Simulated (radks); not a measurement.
**Numerical settings for Ba³⁺**

Aim: see which numerical settings matter for the barium ion Ba3+. Each run changes a setting or two against a run with the defaults. The defaults are a mesh step of 0.008 in ln r, a mesh end at 40 bohr or more, Anderson mixing 0.5 over 9 steps and a tight residual threshold, with the energy settled to 1e-9 hartree as well; every run has a cap on iterations.

Program: radks (a radial shooting solver on a logarithmic mesh, Libxc functionals) version 1. Level of theory: scalar-relativistic Kohn-Sham, PBE, spin-polarised, spherical densities, point nucleus; open shells are filled with parallel spins first. These are calculated values, not measurements, unless marked.

### 1 The atom as given

| Item | Value |
| --- | --- |
| element | barium (Z = 56) |
| charge | +3 |
| electrons | 53 |
| configuration | [Kr] 4d10 5s2 5p5 |

Outer shells as boxes (Hund's rule):

Ba³⁺
```
[Kr] core
4d [↑↓][↑↓][↑↓][↑↓][↑↓]
5s [↑↓]
5p [↑↓][↑↓][↑ ]
```

### 2 Default settings

Input:

```text
Z 56
configuration [Kr] 4d10 5s2 5p5
relativity scalar-relativistic
functional pbe,pbe
spin polarised
nucleus point
c 137.035999084
max_iterations 62
```

Command:

```console
$ python run_ks.py task.json out
```

This one command runs every case of the session in turn.

### 3 Mesh step in ln r 0.012

Settings, as their differences from step 2:

```diff
@@ -7,2 +7,3 @@
 c 137.035999084
+mesh_step 0.012
 max_iterations 62
```

### 4 Mesh step in ln r 0.005

Settings, as their differences from step 3:

```diff
@@ -7,3 +7,3 @@
 c 137.035999084
-mesh_step 0.012
+mesh_step 0.005
 max_iterations 62
```

### 5 Mesh step in ln r 0.02

Settings, as their differences from step 4:

```diff
@@ -7,3 +7,3 @@
 c 137.035999084
-mesh_step 0.005
+mesh_step 0.02
 max_iterations 62
```

### 6 Mesh end (bohr) 8

Settings, as their differences from step 5:

```diff
@@ -7,3 +7,3 @@
 c 137.035999084
-mesh_step 0.02
+mesh_end 8
 max_iterations 62
```

### 7 Mesh end (bohr) 3

Settings, as their differences from step 6:

```diff
@@ -7,3 +7,3 @@
 c 137.035999084
-mesh_end 8
+mesh_end 3
 max_iterations 62
```

### 8 Residual threshold 0.001

Settings, as their differences from step 7:

```diff
@@ -7,3 +7,3 @@
 c 137.035999084
-mesh_end 3
+threshold 0.001
 max_iterations 62
```

### 9 Residual threshold 0.1

Settings, as their differences from step 8:

```diff
@@ -7,3 +7,3 @@
 c 137.035999084
-threshold 0.001
+threshold 0.1
 max_iterations 62
```

### 10 Mixing 0.01

Settings, as their differences from step 9:

```diff
@@ -7,3 +7,3 @@
 c 137.035999084
-threshold 0.1
+mixing 0.01
 max_iterations 62
```

### 11 Mixing history 1, mixing 0.5

Settings, as their differences from step 10:

```diff
@@ -7,3 +7,4 @@
 c 137.035999084
-mixing 0.01
+history 1
+mixing 0.5
 max_iterations 62
```

### 12 Mixing history 1, mixing 0.8

Settings, as their differences from step 11:

```diff
@@ -8,3 +8,3 @@
 history 1
-mixing 0.5
+mixing 0.8
 max_iterations 62
```

### 13 Mixing history 3

Settings, as their differences from step 12:

```diff
@@ -7,4 +7,3 @@
 c 137.035999084
-history 1
-mixing 0.8
+history 3
 max_iterations 62
```

### 14 Iteration cap 8

Settings, as their differences from step 13:

```diff
@@ -7,3 +7,2 @@
 c 137.035999084
-history 3
-max_iterations 62
+max_iterations 8
```

Q: Predict the outcome of this session. Wanted: for each run, setting; iterations; converged; change of E.

As calculated:

```
                     setting  mesh points  iterations  converged  change of E (mhartree)    time
            Default settings         2501          14        yes                       0       -
     mesh step in ln r 0.012         1667          14        yes                       0  0.21 s
     mesh step in ln r 0.005         4001          14        yes                       0  0.46 s
      mesh step in ln r 0.02         1001          14        yes              +0.0007152  0.14 s
           mesh end (bohr) 8         2275          14        yes              +0.0006243  0.29 s
           mesh end (bohr) 3         2153          13        yes                  +843.3  0.26 s
    residual threshold 0.001         2501          10        yes                       0  0.24 s
      residual threshold 0.1         2501          10        yes                       0  0.24 s
                 mixing 0.01         2501          19        yes                       0  0.38 s
mixing history 1, mixing 0.5         2501          30        yes                       0  0.53 s
mixing history 1, mixing 0.8         2501          27        yes                       0  0.52 s
            mixing history 3         2501          16        yes                       0  0.32 s
             iteration cap 8         2501           8         no                       -  0.18 s
```

What this shows: A zero stands for a change under the printed digits. Converged yet off by more than 1 mhartree: mesh end (bohr) 3. Convergence of the cycle says nothing about the mesh. Not converged or rejected: iteration cap 8. A mesh that ends early acts as a hard wall.
